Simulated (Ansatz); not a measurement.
**CHGe2 (doublet): from Hartree-Fock to the top rungs, cc-pVDZ**

One table from this session's results is given with a row withheld; the runs are named, their logs left out.

Method: cc-pVDZ, core rule «outside noble gas», up to 29 orbitals frozen; program: Ansatz 0.2.0, Gaussian basis.

To be run: UHF; CCSD(T) on ROHF; CCSD(T) on UHF; BCCD(T) on ROHF; CISD as a restricted active space (open shells left free, so some higher excitations enter); CCSDT(Q) on ROHF; CCSDT(Q) on UHF; CASSCF and MRCISD+Q, 9 electrons in 9 orbitals; CASSCF and NEVPT2, 9 electrons in 9 orbitals.

20 further runs of the same task are left out: 7 that didn't finish, 13 set aside as unsound or not needed. Runs told in other sessions of the task aren't counted.

## The system

The geometry is a PBE0/def2-TZVP stationary point (not a proven minimum). No spin-orbit coupling is included. The filled d shell of Ge may be among the frozen orbitals whatever the setting's name suggests.

4 atoms, charge 0, spin multiplicity 2.

Atoms are counted from 1 here; the program's logs count them from 0.

Bond lengths: C1–Ge2 1.861 Å, C1–Ge3 1.861 Å, C1–H4 1.086 Å, Ge2–Ge3 2.631 Å. Angles: Ge2–C1–Ge3 90.0°, Ge2–C1–H4 135.0°, Ge3–C1–H4 135.0°, C1–Ge2–Ge3 45.0°, C1–Ge3–Ge2 45.0°.

Set-up of the first run:

in.yaml

```yaml
crystal:
  periodic: [false, false, false]
  atoms:
    - {symbol: C, position_ang: [0.000000, -1.201572, 0.000000]}
    - {symbol: Ge, position_ang: [0.000000, 0.115210, 1.315666]}
    - {symbol: Ge, position_ang: [0.000000, 0.115210, -1.315666]}
    - {symbol: H, position_ang: [0.000000, -2.287859, 0.000000]}
basis:
  gaussian: {orbitals: cc-pVDZ}
magnetization: {spin_polarized: true, initial_magnetization: 1}
hamiltonian: {xc: hf}
output: {orbitals: {seedname: orbitals}}
```

Command:

```sh
ansatz run in.yaml --threads 1 --pin off --events-out ev --progress --plain --max-ram 2393MiB
```

Steps of the session up to this table: UHF; CCSD(T) on ROHF; CCSD(T) on UHF; BCCD(T) on ROHF; CISD as a restricted active space (open shells left free, so some higher excitations enter); CCSDT(Q) on ROHF; CCSDT(Q) on UHF; CASSCF and MRCISD+Q, 9 electrons in 9 orbitals; CASSCF and NEVPT2, 9 electrons in 9 orbitals.

One of the session's tables, all rows but one given; the rest of the session is left out.

| method | from UCCSDT(Q) (meV) |
| --- | --- |
| ROHF | +8796.5 |
| UHF | +8670.9 |
| RMP2 | +1180.4 |
| UMP2 | +1245.8 |
| RCCSD | +506.2 |
| UCCSD | +499.2 |
| RCCSD(T) | ? |
| UCCSD(T) | +73.0 |
| BCCD(T) | +67.8 |
| RCCSDT | +46.0 |
| UCCSDT | +43.2 |
| RCCSDT(Q) | +3.9 |
| UCCSDT(Q) | 0 |
| CASSCF frontier | +6025.4 |
| MRCISD frontier | +752.9 |
| MRCISD+Q frontier | +114.0 |

Estimate the missing values for RCCSD(T).

As computed: from UCCSDT(Q) (meV): +71.5. In the column «from UCCSDT(Q) (meV)» it lies between BCCD(T) (+67.8) and UCCSD(T) (+73.0).

Not comparable, so not listed: CISD as a restricted active space (open shells left free, so some higher excitations enter); CASSCF and NEVPT2, 9 electrons in 9 orbitals (they don't share determinant, frozen orbitals or solution with the rows shown, or repeat one).

Limits of these values: Restricted and unrestricted rows rest on different reference determinants; a gap between their highest levels can come from leftover correlation error, from unlike frozen cores or from another state. Warnings in the runs' records: passed over end.
